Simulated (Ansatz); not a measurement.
# BCl2H4N: the cost of one run

Method: RHF/def2-SVP, in Ansatz 0.2.0.

1 further run of the same task is left out (it didn't finish).

## 1. The structure to begin with

Bond lengths: N2–H3 1.060 Å, N2–H4 1.060 Å, B1–Cl5 1.860 Å, B1–Cl6 1.860 Å. Angles: H3–N2–H4 120.0°, Cl5–B1–Cl6 120.0°.

As a file:

```xyz
8

B     0.0000    0.0000    0.0000
N     0.0000    0.0000    1.9000
H    -0.8770   -0.2713    2.4300
H     0.8770    0.2713    2.4300
Cl    1.6108    0.0000   -0.9300
Cl   -1.6108    0.0000   -0.9300
H    -0.4335    1.3459    0.4698
H    -0.3569    1.1079    1.3606
```

## 2. Pulling towards end A

Springs on the bonds that form and break draw the guess towards this end; the thresholds are loose.

input.yaml reads:

```yaml
crystal:
  periodic: [false, false, false]
  atoms:
    - { symbol: B, position_ang: [0.0, 0.0, 0.0] }
    - { symbol: "N", position_ang: [0.0, 0.0, 1.9] }
    - { symbol: H, position_ang: [-0.877, -0.2713, 2.43] }
    - { symbol: H, position_ang: [0.877, 0.2713, 2.43] }
    - { symbol: Cl, position_ang: [1.6108, 0.0, -0.93] }
    - { symbol: Cl, position_ang: [-1.6108, 0.0, -0.93] }
    - { symbol: H, position_ang: [-0.4335, 1.3459, 0.4698] }
    - { symbol: H, position_ang: [-0.3569, 1.1079, 1.3606] }
basis:
  gaussian: { orbitals: def2-SVP }
hamiltonian:
  xc: hf
relax:
  f_tol: 0.15
  max_steps: 25
  restrain:
    - { distance: [0, 6], at: 2.39, k: 30.0 }
    - { distance: [7, 1], at: 2.26, k: 30.0 }
    - { distance: [0, 1], at: 1.55, k: 30.0 }
    - { distance: [7, 6], at: 0.66, k: 30.0 }
```

On the command line:

```
ansatz run input.yaml --threads 1 --pin off --max-ram 2048MiB --backend cpu --events-out ev --progress --plain --runs-dir out
```

What time and memory should one allow on 1 thread of Arm Neoverse V2, shared host?

About 16 s, with a peak of 0.15 GiB.
